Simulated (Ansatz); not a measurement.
This script drives the Python package of Ansatz (0.2.0).

The script, `dimer.py`:
```python
import ansatz as az
import numpy as np

FIRST = [
    ('F', (0.6438, -1.3274, 0.1998)),
    ('Si', (-0.5613, -0.3012, -0.3369)),
    ('Cl', (-0.0824, 1.6286, 0.137)),
]
SECOND = [
    ('F', (1.697, -3.3707, 0.7405)),
    ('Si', (3.2769, -3.9158, 0.7458)),
    ('Cl', (3.8476, -4.3507, 2.6598)),
]

def energy(atoms, ghosts=()):
    molecule = az.Crystal.molecule()
    for symbol, xyz in atoms:
        molecule = molecule.atom(symbol, xyz)
    calc = (
        molecule.calculation()
        .basis(gaussian='cc-pVDZ')
        .correlation('mp2')
    )
    deck = calc.input()
    if ghosts:
        deck = deck.set(az.key.basis.gaussian.ghost_atoms, [{'symbol': s, 'position_ang': list(xyz)} for s, xyz in ghosts])
    return az.Session.from_dict(deck).plan().execute().report['free_energy_ev']

direction = np.array([0.5811, -0.7666, 0.2731])
print('shift (A)   counterpoise-corrected interaction (eV)')
for shift in (-0.3, 0.0, 0.4, 1.0, 2.0):
    moved = [(s, tuple(np.round(np.array(xyz) + shift * direction, 4))) for s, xyz in SECOND]
    gain = energy(FIRST + moved) - energy(FIRST, moved) - energy(moved, FIRST)
    print(f'{shift:8.2f} {gain:14.3f}')
```

It is started by `python dimer.py`. How long does it take on 1 thread of Intel(R) Xeon(R) Platinum 8375C CPU @ 2.90GHz (Ice Lake) (shared host), and how much memory does it need?

It took about 24 s, with a peak of 0.37 GiB, for 15 runs of the engine.

Running `python dimer.py` prints:
```text
shift (A)   counterpoise-corrected interaction (eV)
   -0.30          0.524
    0.00          0.172
    0.40          0.042
    1.00          0.008
    2.00          0.003
```

The dimer is a generated trial pose of unrelaxed monomers, not a minimum, so the figure is no binding energy, and the basis set is small.
